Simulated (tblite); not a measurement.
# C3H8GeO2S: the cost of one run

The runs use tblite 0.8.0 and PySCF 2.14.0, with density-fitted response routines of our own; the level of theory stands in each step. All values are computed, except where a source is named. Atoms are numbered from 0 throughout.

## 1. The starting structure

15 atoms, charge 0, multiplicity 1; geometry from: force field or distance geometry start.

Bonds of the start (Å): C0–O1 1.44, O1–C2 1.37, C2–O3 1.26, C2–Ge4 1.93, Ge4–S5 2.23, S5–C6 1.82, C0–H7 1.10, C0–H8 1.13, C0–H9 1.10, Ge4–H10 1.55, Ge4–H11 1.53, C6–H12 1.12, C6–H13 1.11, C6–H14 1.13.

## 2. Optimising the geometry with GFN2-xTB

Job settings and geometry (Å):

```
{"job": {"kind": "relax", "xc": "GFN2-xTB", "basis": "xTB"}, "charge": 0, "multiplicity": 1}
C      3.241800     0.146300    -0.343100
O      2.094000    -0.601300     0.087800
C      0.849700    -0.038600     0.184500
O      0.697700     1.166000    -0.142100
Ge    -0.610600    -1.148500     0.792800
S     -2.409200     0.060100     1.302300
C     -3.236600     0.747400    -0.163500
H      3.650600    -0.239000    -1.285800
H      4.027600    -0.033100     0.445200
H      3.033400     1.229000    -0.379500
H     -0.105200    -1.784600     2.117200
H     -0.885200    -2.195100    -0.295500
H     -4.116400     0.104000    -0.424000
H     -2.557700     0.841700    -1.040500
H     -3.678200     1.753600     0.099500
```

On the command line:

```sh
OMP_NUM_THREADS=1 python probes_run.py task.json out
```

One launch serves the whole session: the jobs run in the order shown.

**Question.** How long does this first job take on 1 thread of Arm Neoverse N1, shared host, and how much memory does it need?

About 1.6 s, with a peak of 0.18 GiB.
